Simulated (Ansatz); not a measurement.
# AlB3As4: the cost of one run

Method: DFT PBE, scalar-relativistic, plane waves, PAW, in Ansatz 0.2.0.

## 1. The starting structure

Symmetry: Pmm2, No. 25, orthorhombic system. The conventional cell has a = 3.621 Å, b = 7.241 Å, c = 5.120 Å, α = 90.00°, β = 90.00°, γ = 90.00°. Al (site symmetry mm2) is surrounded by 4 As at 2.22 Å. B (site symmetry m) is surrounded by 4 As at 2.22 Å. Around B (site symmetry mm2) lie 4 As at 2.22 Å. As (site symmetry mm2) is surrounded by 2 B at 2.22 Å and 2 Al at 2.22 Å. Around As (site symmetry m) lie 1 Al at 2.22 Å and 3 B at 2.22 Å. As (site symmetry mm2) has 4 B at 2.22 Å as nearest neighbours.

As a file:

```cif
data_structure
_symmetry_space_group_name_H-M 'P 1'
_symmetry_Int_Tables_number 1
_cell_length_a 3.6207
_cell_length_b 7.2414
_cell_length_c 5.1205
_cell_angle_alpha 90.000
_cell_angle_beta 90.000
_cell_angle_gamma 90.000
_cell_volume 134.25
loop_
_atom_site_label
_atom_site_type_symbol
_atom_site_fract_x
_atom_site_fract_y
_atom_site_fract_z
_atom_site_occupancy
Al1 Al 0.00000 0.00000 0.00000 1
B1 B 0.50000 0.25000 0.50000 1
B2 B 0.00000 0.50000 0.00000 1
B3 B 0.50000 0.75000 0.50000 1
As1 As 0.50000 0.00000 0.75000 1
As2 As 0.00000 0.25000 0.25000 1
As3 As 0.50000 0.50000 0.75000 1
As4 As 0.00000 0.75000 0.25000 1
```

The start is an ordering of an alloy on its end members' structure types: elements ordered on the sites of the BAs type, B/Al on B (Pmm2, No. 25).

## 2. Probe: one point on a coarse mesh

input.yaml reads:

```yaml
crystal:
  lattice:
    - [3.62071772, 0.0, 0.0]
    - [0.0, 7.24143544, 0.0]
    - [0.0, 0.0, 5.12046811]
  atoms:
    - { symbol: Al, position: [0.0, 0.0, 0.0] }
    - { symbol: B, position: [0.5, 0.25, 0.5] }
    - { symbol: B, position: [0.0, 0.5, 0.0] }
    - { symbol: B, position: [0.5, 0.75, 0.5] }
    - { symbol: As, position: [0.5, 0.0, 0.75] }
    - { symbol: As, position: [0.0, 0.25, 0.25] }
    - { symbol: As, position: [0.5, 0.5, 0.75] }
    - { symbol: As, position: [0.0, 0.75, 0.25] }
basis:
  ecutwfc: 420
kpoints:
  mp_grid: { grid: [6, 4, 4] }
hamiltonian:
  xc: pbe
scf:
  occupations: { method: gaussian, width: 0.1 }
  lower_state_search: "off"
output:
  forces: true
  stress: true
  eigenvalues: true
```

The run is started by

```
> ansatz run input.yaml --threads 1 --pin off --max-ram 2560MiB --backend cpu --events-out ev --progress --plain --runs-dir out
```

What time and memory should one allow on 1 thread of AMD EPYC 9R45 (Zen 5), shared host?

About 6.8 s, with a peak of 0.46 GiB.
